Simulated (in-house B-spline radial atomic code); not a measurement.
# Excited states and polarisability of Os⁴⁰⁺ by several methods

An exercise on one series of results from a longer session: the logs are not shown, and one member is left open.

The numbers are computed with in-house B-spline radial atomic code version 1 (linear response of a closed shell, each method with its own adiabatic kernel; non-relativistic; B-spline basis; no spin-orbit coupling, no double excitations; only terms of natural parity, (−1)^L, with L up to 3 are computed), except any that are marked as measured or tabulated.

**Starting point**

```
element       : osmium (Z = 76)
charge        : +40
configuration : [Ar] 3d10 4s2 4p6
runs          : TDHF; PBE; LC-ωPBE; RPBE; PBE0
```

The outer shells:

Os⁴⁰⁺
```
[Ar] core
3d [↑↓][↑↓][↑↓][↑↓][↑↓]
4s [↑↓]
4p [↑↓][↑↓][↑↓]
```

The first run:

Settings of the run:

```ini
Z = 76
electrons = 36.0
configuration = [Ar] 3d10 4s2 4p6
hamiltonian = nr
method = hf
box_radius = 3.19
intervals = 50
```

Started as:

```
python run_td.py task.json out
```

task.json lists these runs, among others, and the program works through them in turn.

Among the steps run: TDHF.

One table of the session follows, with a row left open; its other results are not shown here.

It belongs to the step «TDHF». 

```
   state  full (eV)  Tamm-Dancoff (eV)
4p→4d ³P          ?                  ?
4p→4d ³F     151.82             152.75
4p→4d ¹F     161.95             162.14
4p→4d ¹P     192.63             197.50
4s→4d ³D     257.33             257.47
4s→4d ¹D     271.02             271.31
4p→4f ³D     351.39             351.44
4p→4f ¹D     364.95             365.37
4s→4f ³F     458.83             458.90
4s→4f ¹F     464.22             464.25
4p→5s ³P     770.40             770.43
4p→5s ¹P     773.54             773.60
4p→5p ³S     806.90             806.94
4p→5p ³D     814.70             814.73
```

Q: Estimate the row for 4p→4d ³P from the others.

As computed: full (eV): 148.71; Tamm-Dancoff (eV): 149.00. In the column «full (eV)» it is the lowest.
